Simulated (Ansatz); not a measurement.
# C2H4BClO: the cost of one run

Program: Ansatz 0.2.0, Gaussian basis. Level of theory: the settings change from run to run. These are calculated values, not measurements.

**1. The relaxed structure**

The geometry comes from an earlier relaxation with PBE0-D4 in a triple-zeta def2 set; it is a stationary point, not always the lowest conformer.

SMILES `ClB1CCO1`, 9 atoms, charge 0, spin multiplicity 1.

Atoms are counted from 1 here; the program's logs count them from 0.

Bond lengths: Cl1–B2 1.742 Å, B2–C3 1.572 Å, B2–O5 1.359 Å, C3–C4 1.533 Å, C3–H6 1.089 Å, C3–H7 1.089 Å, C4–O5 1.463 Å, C4–H8 1.091 Å, C4–H9 1.091 Å. Angles: Cl1–B2–C3 137.8°, Cl1–B2–O5 125.5°, C3–B2–O5 96.7°, B2–C3–C4 79.6°, B2–C3–H6 117.2°, B2–C3–H7 117.2°, C4–C3–H6 115.5°, C4–C3–H7 115.5°, H6–C3–H7 109.5°, C3–C4–O5 94.2°, C3–C4–H8 115.9°, C3–C4–H9 115.9°, O5–C4–H8 109.6°, O5–C4–H9 109.6°, H8–C4–H9 110.3°, B2–O5–C4 89.5°.

**2. PBEsol/pcseg-2**

This run has charge -1, multiplicity 2.

Input file in.yaml:

```yaml
crystal:
  periodic: [false, false, false]
  atoms:
    - {symbol: Cl, position_ang: [-1.627888, 2.139278, 0.909619]}
    - {symbol: B, position_ang: [-0.734123, 0.794070, 0.257241]}
    - {symbol: C, position_ang: [0.659057, 0.101012, 0.483938]}
    - {symbol: C, position_ang: [0.091178, -0.777419, -0.637022]}
    - {symbol: O, position_ang: [-1.163489, -0.031808, -0.733578]}
    - {symbol: H, position_ang: [1.547981, 0.674767, 0.224367]}
    - {symbol: H, position_ang: [0.815455, -0.400651, 1.438208]}
    - {symbol: H, position_ang: [0.618543, -0.731867, -1.590500]}
    - {symbol: H, position_ang: [-0.118314, -1.813682, -0.369472]}
basis:
  gaussian: {orbitals: pcseg-2}
total_charge: -1
magnetization: {spin_polarized: true, initial_magnetization: 1}
hamiltonian: {xc: {name: PBEsol}}
output: {forces: true}
```

Run with:

```
$ ansatz run in.yaml --threads 2 --pin off --events-out ev --progress --plain --max-ram 4352MiB
```

What time and memory should one allow on 2 threads of Arm Neoverse V1, shared host?

About 20 s, with a peak of 0.58 GiB.
